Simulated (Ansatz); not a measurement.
# ClH7NSi3 radical: one species, many methods

Aim: compute ClH7NSi3 radical with functionals from several rungs and with coupled cluster, and see how far each lands from CCSD(T) at the basis-set limit for the atomisation energy.

The runs use Ansatz 0.2.0, Gaussian basis; functionals in def2-TZVPP, the program's frozen cores in correlated methods.

Plan: LDA (SPW92), PBE-D4, revPBE-D4, BLYP-D4, r2SCAN-D4, B97M-V, PBE0-D4, B3LYP-D4, r2SCANh-D4, r2SCAN0-D4, HSE06-D4, BHLYP-D4, CAM-B3LYP-D4, LC-ωPBE, ωB97X-V, ωB97M-V, B2PLYP, PBE-QIDH; CCSD(T)/def2-SVP; CCSD(T)/def2-TZVPP; MP2/def2-QZVPP; extrapolation to the limit; RPA on PBE.

### 1 Structure used throughout

The geometry comes from an earlier relaxation with PBE0-D4 in a triple-zeta def2 set; it is a stationary point, not always the lowest conformer.

12 atoms, charge 0, spin multiplicity 2.

Atoms are counted from 1 here; the program's logs count them from 0.

Bond lengths: Si1–N2 1.744 Å, Si1–H6 1.492 Å, Si1–H7 1.492 Å, N2–Si3 1.749 Å, N2–Si4 1.721 Å, Si3–H8 1.485 Å, Si3–H9 1.485 Å, Si3–H10 1.485 Å, Si4–Cl5 2.057 Å, Si4–H11 1.478 Å, Si4–H12 1.480 Å. Angles: N2–Si1–H6 106.8°, N2–Si1–H7 110.1°, H6–Si1–H7 110.7°, Si1–N2–Si3 118.9°, Si1–N2–Si4 120.6°, Si3–N2–Si4 120.1°, N2–Si3–H8 107.6°, N2–Si3–H9 110.4°, N2–Si3–H10 110.3°, H8–Si3–H9 109.8°, H8–Si3–H10 109.9°, H9–Si3–H10 108.8°, N2–Si4–Cl5 111.6°, N2–Si4–H11 110.5°, N2–Si4–H12 108.5°, Cl5–Si4–H11 106.5°, Cl5–Si4–H12 107.4°, H11–Si4–H12 112.4°.

Coordinates:

```
Si   -1.1847   -0.3234   -1.5020
N    -0.1166   -0.0001   -0.1623
Si    0.0508   -1.2039    1.0953
Si    0.8969    1.3906   -0.1655
Cl    2.8235    0.9231   -0.7144
H    -2.0767   -1.4438   -1.0819
H    -1.9847    0.8933   -1.8262
H     1.1726   -0.7836    1.9725
H     0.3453   -2.5336    0.5038
H    -1.2011   -1.2997    1.8879
H     0.9780    1.9757    1.1897
H     0.3736    2.3500   -1.1630
```

### 2 LDA

This LDA is Slater exchange with PW92 correlation.

Input file in.yaml:

```yaml
crystal:
  periodic: [false, false, false]
  atoms:
    - {symbol: Si, position_ang: [-1.184667, -0.323420, -1.502011]}
    - {symbol: N, position_ang: [-0.116617, -0.000098, -0.162336]}
    - {symbol: Si, position_ang: [0.050769, -1.203894, 1.095330]}
    - {symbol: Si, position_ang: [0.896934, 1.390576, -0.165534]}
    - {symbol: Cl, position_ang: [2.823543, 0.923147, -0.714389]}
    - {symbol: H, position_ang: [-2.076702, -1.443772, -1.081881]}
    - {symbol: H, position_ang: [-1.984712, 0.893299, -1.826190]}
    - {symbol: H, position_ang: [1.172569, -0.783554, 1.972523]}
    - {symbol: H, position_ang: [0.345303, -2.533555, 0.503829]}
    - {symbol: H, position_ang: [-1.201074, -1.299671, 1.887941]}
    - {symbol: H, position_ang: [0.977963, 1.975733, 1.189712]}
    - {symbol: H, position_ang: [0.373592, 2.350009, -1.162994]}
basis:
  gaussian: {orbitals: def2-TZVPP}
magnetization: {spin_polarized: true, initial_magnetization: 1}
hamiltonian: {xc: lda}
output: {orbitals: {seedname: orbitals}}
```

Further steps of the session: PBE-D4 (GGA); revPBE-D4 (GGA); BLYP-D4 (GGA); r2SCAN-D4 (meta-GGA); B97M-V (meta-GGA); PBE0-D4 (hybrid); B3LYP-D4 (hybrid); r2SCANh-D4 (hybrid); r2SCAN0-D4 (hybrid); HSE06-D4 (hybrid); BHLYP-D4 (hybrid); CAM-B3LYP-D4 (range-separated); LC-ωPBE (range-separated); ωB97X-V (range-separated); ωB97M-V (range-separated); B2PLYP (double hybrid); PBE-QIDH (double hybrid); CCSD(T) in def2-SVP; CCSD(T) in def2-TZVPP; MP2 in def2-QZVPP; RPA on PBE orbitals.

Q: Predict the results of all the runs planned. Wanted: atomisation energy, CCSD(T)/CBS; farthest beyond LDA; mean size of error, GGA; mean size of error, meta-GGA; mean size of error, hybrid; mean size of error, range-separated; mean size of error, double hybrid; gap, smallest and largest; T1 diagnostic.

**Answer**, as computed:

```
                               quantity                                               value
        atomisation energy, CCSD(T)/CBS                                       3724.2 kJ/mol
 functionals within 18.6 kJ/mol (0.5 %)  r2SCAN-D4, B97M-V, B3LYP-D4, CAM-B3LYP-D4, ωB97M-V
                    farthest beyond LDA                            revPBE-D4 (-82.4 kJ/mol)
                mean size of error, GGA                                         49.4 kJ/mol
           mean size of error, meta-GGA                                          8.9 kJ/mol
             mean size of error, hybrid                                         33.8 kJ/mol
    mean size of error, range-separated                                         26.1 kJ/mol
      mean size of error, double hybrid                                         59.0 kJ/mol
              gap, smallest and largest            1.13 eV (LDA (SPW92)), 8.57 eV (LC-ωPBE)
                          T1 diagnostic                                              0.0133
triples share of the correlation energy                                               3.8 %
```

In words: The LDA atomisation energy is off by 406.3 kJ/mol (11 %): it overbinds. PBE-D4 is off by -26.7 kJ/mol. Double hybrids carry the basis error of their MP2 part in triple zeta, and no dispersion term here, so their miss is partly the set-up's. Taken by rung, meta-GGA functionals do best (8.9 kJ/mol on average) and double hybrid ones worst beyond LDA (59.0 kJ/mol). The reference freezes the cores and leaves out relativity and excitations past (T), so misses under about 18.6 kJ/mol can't be ranked. Hartree-Fock recovers 74 % of the binding; the rest is correlation. CCSD(T) in def2-SVP is off by -312.1 kJ/mol, worse than the median functional, from the basis alone. The gap grows from 1.1 to 8.6 eV across the functionals, mostly with the share of exact exchange.
